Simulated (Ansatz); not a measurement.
# Mg12CO12F4: the cost of one run

Method: DFT PBE, plane waves, PAW, scalar-relativistic, no spin polarisation, in Ansatz 0.2.0.

**1. The system as given**

The cell holds 29 atoms (CF4Mg12O12): a = 5.931 Å, b = 5.931 Å, c = 18.054 Å, α = 90.00°, β = 90.00°, γ = 60.00°.

Structure file:

```xyz
29
Lattice="5.9315 0.0000 0.0000 2.9657 5.1368 0.0000 0.0000 0.0000 18.0538" Properties=species:S:1:pos:R:3 pbc="T T T"
Mg    0.0000    0.0000    1.0000
O     4.4486    4.2807    2.2108
Mg    1.4829    2.5684    1.0000
O     2.9657    1.7123    2.2108
Mg    2.9657    0.0000    1.0000
O     7.4144    4.2807    2.2108
Mg    4.4486    2.5684    1.0000
O     5.9315    1.7123    2.2108
Mg    5.9315    3.4246    3.4215
O     1.4829    2.5684    4.6323
Mg    4.4486    0.8561    3.4215
O     0.0000    0.0000    4.6323
Mg    2.9657    3.4246    3.4215
O     4.4486    2.5684    4.6323
Mg    1.4829    0.8561    3.4215
O     2.9657    0.0000    4.6323
Mg    2.9657    1.7123    5.8430
O     4.4486    0.8561    7.0538
Mg    4.4486    4.2807    5.8430
O     5.9315    3.4246    7.0538
Mg    5.9315    1.7123    5.8430
O     1.4829    0.8561    7.0538
Mg    7.4144    4.2807    5.8430
O     2.9657    3.4246    7.0538
C     2.9024    0.9824    9.2038
F     4.1370    1.2029    8.7609
F     2.0949    1.9407    8.7609
F     2.4764   -0.1960    8.7609
F     2.9024    0.9824   10.5338
```

**2. Relaxing end A**

Input file input.yaml:

```yaml
crystal:
  lattice:
    - [5.931495, 0.0, 0.0]
    - [2.965747, 5.136825, 0.0]
    - [0.0, 0.0, 18.053806]
  atoms:
    - { symbol: Mg, position: [0.0, 0.0, 0.05539] }
    - { symbol: O, position: [0.3333333, 0.8333333, 0.122454] }
    - { symbol: Mg, position: [0.0, 0.5, 0.05539] }
    - { symbol: O, position: [0.3333333, 0.3333333, 0.122454] }
    - { symbol: Mg, position: [0.5, 0.0, 0.05539] }
    - { symbol: O, position: [0.8333333, 0.8333333, 0.122454] }
    - { symbol: Mg, position: [0.5, 0.5, 0.05539] }
    - { symbol: O, position: [0.8333333, 0.3333333, 0.122454] }
    - { symbol: Mg, position: [0.6666667, 0.6666667, 0.1895181] }
    - { symbol: O, position: [0.0, 0.5, 0.2565821] }
    - { symbol: Mg, position: [0.6666667, 0.1666667, 0.1895181] }
    - { symbol: O, position: [0.0, 0.0, 0.2565821] }
    - { symbol: Mg, position: [0.1666667, 0.6666667, 0.1895181] }
    - { symbol: O, position: [0.5, 0.5, 0.2565821] }
    - { symbol: Mg, position: [0.1666667, 0.1666667, 0.1895181] }
    - { symbol: O, position: [0.5, 0.0, 0.2565821] }
    - { symbol: Mg, position: [0.3333333, 0.3333333, 0.3236462] }
    - { symbol: O, position: [0.6666667, 0.1666667, 0.3907102] }
    - { symbol: Mg, position: [0.3333333, 0.8333333, 0.3236462] }
    - { symbol: O, position: [0.6666667, 0.6666667, 0.3907102] }
    - { symbol: Mg, position: [0.8333333, 0.3333333, 0.3236462] }
    - { symbol: O, position: [0.1666667, 0.1666667, 0.3907102] }
    - { symbol: Mg, position: [0.8333333, 0.8333333, 0.3236462] }
    - { symbol: O, position: [0.1666667, 0.6666667, 0.3907102] }
    - { symbol: C, position: [0.3936869, 0.1912556, 0.5097987] }
    - { symbol: F, position: [0.5803854, 0.2341675, 0.485267] }
    - { symbol: F, position: [0.1642859, 0.3778082, 0.485267] }
    - { symbol: F, position: [0.4365873, -0.0381633, 0.485267] }
    - { symbol: F, position: [0.3936869, 0.1912556, 0.5834673] }
basis:
  ecutwfc: 420.0
kpoints:
  mp_grid: { grid: [2, 2, 1] }
hamiltonian:
  xc: pbe
  pseudopotentials: { kind: paw, azcp: { folder: soft_1 } }
scf:
  occupations: { method: fermi_dirac, width: 0.02 }
  lower_state_search: "off"
relax:
  f_tol: 0.03
  max_steps: 60
  adjacent_minimum: "off"
  constraints: [{ sites: [0, 1, 2, 3, 4, 5, 6, 7] }]
```

The run is started by

```console
ansatz run input.yaml --threads 2 --pin off --max-ram 5120MiB --backend cpu --events-out ev --progress --plain --runs-dir out
```

**Question.** How long does this run take on 2 threads of Intel Xeon Platinum 8488C (Sapphire Rapids), shared host, and how much memory does it need?

About 3.5 min, with a peak of 1.2 GiB.
